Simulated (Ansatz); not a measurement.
# CF3NSi: small, medium and large basis sets

An exercise on one series of results from a longer session: the logs are not shown, and one member is left open.

Computed with Ansatz 0.2.0, Gaussian basis. Level: one geometry, several basis sets.

The runs, in order: PBE0-D4/def2-SVP; ωB97M-V/def2-SVP; PBE0-D4/def2-QZVPP; ωB97M-V/def2-QZVPP; the functionals' def2-TZVPP values are taken from earlier runs.

## Structure used throughout

The geometry comes from an earlier relaxation with PBE0-D4 in a triple-zeta def2 set; it is a stationary point.

SMILES `N#C[Si](F)(F)F`, 6 atoms, charge 0, spin multiplicity 1.

Atoms are counted from 1 here; the program's logs count them from 0.

Bond lengths: N1–C2 1.150 Å, C2–Si3 1.822 Å, Si3–F4 1.562 Å, Si3–F5 1.562 Å, Si3–F6 1.562 Å. Angles: N1–C2–Si3 180.0°, C2–Si3–F4 109.2°, C2–Si3–F5 109.2°, C2–Si3–F6 109.2°, F4–Si3–F5 109.7°, F4–Si3–F6 109.7°, F5–Si3–F6 109.7°.

Geometry (Å):

```xyz
6
CF3NSi
N     2.14700   -0.71424    0.90294
C     1.13419   -0.38128    0.47196
Si   -0.47032    0.14624   -0.21079
F    -1.31145   -1.11658   -0.58121
F    -0.22596    1.01042   -1.48863
F    -1.23147    0.99135    0.85964
```

Set-up of the first run:

Input file in.yaml:

```yaml
crystal:
  periodic: [false, false, false]
  atoms:
    - {symbol: N, position_ang: [2.147004, -0.714242, 0.902940]}
    - {symbol: C, position_ang: [1.134189, -0.381283, 0.471960]}
    - {symbol: Si, position_ang: [-0.470318, 0.146237, -0.210794]}
    - {symbol: F, position_ang: [-1.311448, -1.116582, -0.581208]}
    - {symbol: F, position_ang: [-0.225961, 1.010417, -1.488633]}
    - {symbol: F, position_ang: [-1.231465, 0.991354, 0.859635]}
basis:
  gaussian: {orbitals: def2-SVP}
hamiltonian: {xc: pbe0, dispersion: d4}
output: {orbitals: {seedname: orbitals}}
```

Command:

```
$ ansatz run in.yaml --threads 4 --pin off --events-out ev --progress --plain --max-ram 10444MiB
```

Steps of the session up to this table: PBE0-D4 in def2-SVP; ωB97M-V in def2-SVP; PBE0-D4 in def2-QZVPP; ωB97M-V in def2-QZVPP.

One of the session's tables, all rows but one given; the rest of the session is left out.

It belongs to the step «Functionals by basis». 

| functional | basis | HOMO (eV) |
| --- | --- | --- |
| PBE0-D4 | def2-SVP | -10.96 |
| PBE0-D4 | def2-TZVPP | -11.00 |
| PBE0-D4 | def2-QZVPP | ? |
| ωB97M-V | def2-SVP | -13.28 |
| ωB97M-V | def2-TZVPP | -13.34 |
| ωB97M-V | def2-QZVPP | -13.36 |

Q: Estimate the row for PBE0-D4, def2-QZVPP from the others.

The run gave: HOMO (eV): -11.02. In the column «HOMO (eV)» it lies between ωB97M-V, def2-SVP (-13.28) and PBE0-D4, def2-TZVPP (-11.00).
